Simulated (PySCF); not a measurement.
**GaNH5F (SMILES [NH3+][GaH2-][F]) at PBE0/def2-SVP**

What is the vertical ionisation energy of GaNH5F at PBE0/def2-SVP? 

Program for the calculation: PySCF 2.14.0.

## 1. The molecule

The species is GaNH5F (8 atoms), meant as a singlet with charge 0. SMILES: `[NH3+][GaH2-][F]`. Geometry: a GFN2-xTB relaxation, a rough one for these elements and not checked as a minimum.

Bond lengths: N1–Ga2 2.177 Å, Ga2–F3 1.753 Å, N1–H4 1.017 Å, N1–H5 1.021 Å, N1–H6 1.020 Å, Ga2–H7 1.535 Å, Ga2–H8 1.535 Å. Some angles: N1–Ga2–F3 88.3°, N1–Ga2–H7 104.6°, N1–Ga2–H8 104.6°, F3–Ga2–H7 113.4°, F3–Ga2–H8 113.5°, Ga2–N1–H4 122.9°, Ga2–N1–H5 104.5°, Ga2–N1–H6 104.5°, H7–Ga2–H8 124.6°, H4–N1–H5 108.6°.

## 2. The energy at PBE0/def2-SVP

Contents of calc.py:

```python
# [NH3+][GaH2-][F]
from pyscf import gto, dft

molecule = gto.M(
    atom='''
N     -0.659650     0.738460    -0.351930
Ga     0.608300    -0.925550     0.251550
F      1.456160     0.176570     1.319520
H     -1.408330     0.643960    -1.033660
H     -0.006470     1.449760    -0.682010
H     -1.056700     1.086220     0.521440
H      1.403030    -1.283510    -1.012480
H     -0.336340    -1.885920     0.987550
''',
    basis='def2-svp',
    verbose=3,
    max_memory=1860,
    spin=0,
)

mf = dft.RKS(molecule)
mf.xc = 'pbe0'
mf.conv_tol = 1e-10
mf.grids.level = 4
mf.kernel()
if not mf.converged:
    mf = mf.newton().run(mf.mo_coeff, mf.mo_occ)

energy = mf.e_tot
print(f'total energy: {energy:.8f} hartree')
```

The run is started by

```sh
OMP_NUM_THREADS=1 python calc.py
```

What it wrote:

```text
converged SCF energy = -2081.72732124028
total energy: -2081.72732124 hartree
```

It took 12 s on 1 thread of Arm Neoverse V1, shared host; peak memory 0.42 GiB.

## 3. The doublet cation

Contents of run.py:

```python
from pyscf import gto, dft

molecule = gto.M(
    atom='''
N     -0.659650     0.738460    -0.351930
Ga     0.608300    -0.925550     0.251550
F      1.456160     0.176570     1.319520
H     -1.408330     0.643960    -1.033660
H     -0.006470     1.449760    -0.682010
H     -1.056700     1.086220     0.521440
H      1.403030    -1.283510    -1.012480
H     -0.336340    -1.885920     0.987550
''',
    charge=1,
    max_memory=1860,
    basis='def2-svp',
    verbose=4,
    spin=1,
)

mf = dft.UKS(molecule)
mf.xc = 'pbe0'
mf.conv_tol = 1e-10
mf.grids.level = 4
mf.kernel()
if not mf.converged:
    mf = mf.newton().run(mf.mo_coeff, mf.mo_occ)

etot = mf.e_tot
print('E = %.10f Eh' % etot)
```

The run is started by

```sh
OMP_NUM_THREADS=1 python run.py
```

What it wrote:

```text
PySCF version 2.14.0

[INPUT] num. atoms = 8
[INPUT] num. electrons = 51
[INPUT] charge = 1
[INPUT] spin (= nelec alpha-beta = 2S) = 1
[INPUT] symmetry False subgroup None
[INPUT] Mole.unit = angstrom
[INPUT] Symbol           X                Y                Z      unit          X                Y                Z       unit  Magmom
[INPUT]  1 N     -0.659650000000   0.738460000000  -0.351930000000 AA   -1.246557838069   1.395487153946  -0.665051315018 Bohr   0.0
[INPUT]  2 Ga     0.608300000000  -0.925550000000   0.251550000000 AA    1.149520401573  -1.749036014591   0.475360606634 Bohr   0.0
[INPUT]  3 F      1.456160000000   0.176570000000   1.319520000000 AA    2.751743593547   0.333668941814   2.493531415886 Bohr   0.0
[INPUT]  4 H     -1.408330000000   0.643960000000  -1.033660000000 AA   -2.661357993009   1.216908035175  -1.953334305918 Bohr   0.0
[INPUT]  5 H     -0.006470000000   1.449760000000  -0.682010000000 AA   -0.012226528026   2.739649346349  -1.288812114215 Bohr   0.0
[INPUT]  6 H     -1.056700000000   1.086220000000   0.521440000000 AA   -1.996873595828   2.052658311025   0.985378790393 Bohr   0.0
[INPUT]  7 H      1.403030000000  -1.283510000000  -1.012480000000 AA    2.651342444549  -2.425482378141  -1.913309906600 Bohr   0.0
[INPUT]  8 H     -0.336340000000  -1.885920000000   0.987550000000 AA   -0.635590484736  -3.563872292840   1.866199034314 Bohr   0.0

nuclear repulsion = 212.299762927512
number of shells = 39
number of NR pGTOs = 157
number of NR cGTOs = 85
basis = def2-svp
ecp = {}

******** <class 'pyscf.dft.uks.UKS'> ********
method = UKS
initial guess = minao
damping factor = 0
level_shift factor = 0
DIIS = <class 'pyscf.scf.diis.CDIIS'>
diis_start_cycle = 1
diis_space = 8
diis_damp = 0
SCF conv_tol = 1e-10
SCF conv_tol_grad = None
SCF max_cycles = 50
direct_scf = True
direct_scf_tol = 1e-13
number electrons alpha = 26  beta = 25
XC library pyscf.dft.libxc version 7.0.0
    S. Lehtola, C. Steigemann, M. J.T. Oliveira, and M. A.L. Marques.,  SoftwareX 7, 1–5 (2018)
XC functionals = pbe0
radial grids:
    Treutler-Ahlrichs [JCP 102, 346 (1995); DOI:10.1063/1.469408] (M4) radial grids

becke partition: Becke, JCP 88, 2547 (1988); DOI:10.1063/1.454033
pruning grids: <function nwchem_prune>
grids dens level: 4
symmetrized grids: False
atomic radii adjust function: <function treutler_atomic_radii_adjust>
small_rho_cutoff = 0
Set gradient conv threshold to 1e-05
tot grids = 165632
init E= -2081.09035976148
[... the frontier-level lines of each cycle are left out ...]

cycle= 1 E= -2081.22515684619  delta_E= -0.135  |g|= 0.581  |ddm|= 1.77
cycle= 2 E= -2080.35124333756  delta_E= 0.874  |g|= 1.56  |ddm|= 1.51
cycle= 3 E= -2081.34001049566  delta_E= -0.989  |g|= 0.219  |ddm|= 1.22
cycle= 4 E= -2081.35554009005  delta_E= -0.0155  |g|= 0.0789  |ddm|= 0.191
cycle= 5 E= -2081.35725432809  delta_E= -0.00171  |g|= 0.0226  |ddm|= 0.042
cycle= 6 E= -2081.35747773064  delta_E= -0.000223  |g|= 0.00895  |ddm|= 0.0182
cycle= 7 E= -2081.35751395516  delta_E= -3.62e-05  |g|= 0.00247  |ddm|= 0.00803
cycle= 8 E= -2081.35751796665  delta_E= -4.01e-06  |g|= 0.000395  |ddm|= 0.00436
cycle= 9 E= -2081.35751807195  delta_E= -1.05e-07  |g|= 7.66e-05  |ddm|= 0.000646
cycle= 10 E= -2081.35751807643  delta_E= -4.48e-09  |g|= 2.19e-05  |ddm|= 0.000125
cycle= 11 E= -2081.35751807676  delta_E= -3.28e-10  |g|= 5.57e-06  |ddm|= 3.15e-05
cycle= 12 E= -2081.35751807679  delta_E= -3.59e-11  |g|= 1.52e-06  |ddm|= 1.36e-05
Extra cycle  E= -2081.35751807679  delta_E= 4.09e-12  |g|= 1.86e-06  |ddm|= 3.43e-06
converged SCF energy = -2081.35751807679  <S^2> = 0.76548497  2S+1 = 2.0154255
E = -2081.3575180768 Eh
```

Wall time 24 s (1 thread of Arm Neoverse V1, shared host); peak memory 0.43 GiB.

## 4. What came out

At PBE0/def2-SVP:

| quantity | value |
| --- | --- |
| singlet GaNH5F: total energy | -2081.72732 Eh |
| singlet GaNH5F: dipole moment | 5.46 D |
| singlet GaNH5F: HOMO energy | -7.58 eV |
| singlet GaNH5F: LUMO energy | 0.35 eV |
| singlet GaNH5F: HOMO–LUMO gap | 7.93 eV |
| doublet cation: total energy | -2081.35752 Eh |
| doublet cation: HOMO energy (highest over α and β) | -15.30 eV |
| doublet cation: LUMO energy (lowest over α and β) | -12.51 eV |
| doublet cation: ⟨S²⟩ | 0.765 |
| vertical ionisation energy (to the doublet cation) | 10.063 eV |

In words: Removing an electron at fixed nuclei costs 10.06 eV (971 kJ/mol). The negative HOMO energy of the first species, 7.58 eV, lies 2.49 eV below that difference. Mulliken charges (doublet cation) run from -0.29 on F3 to +0.68 on Ga2.
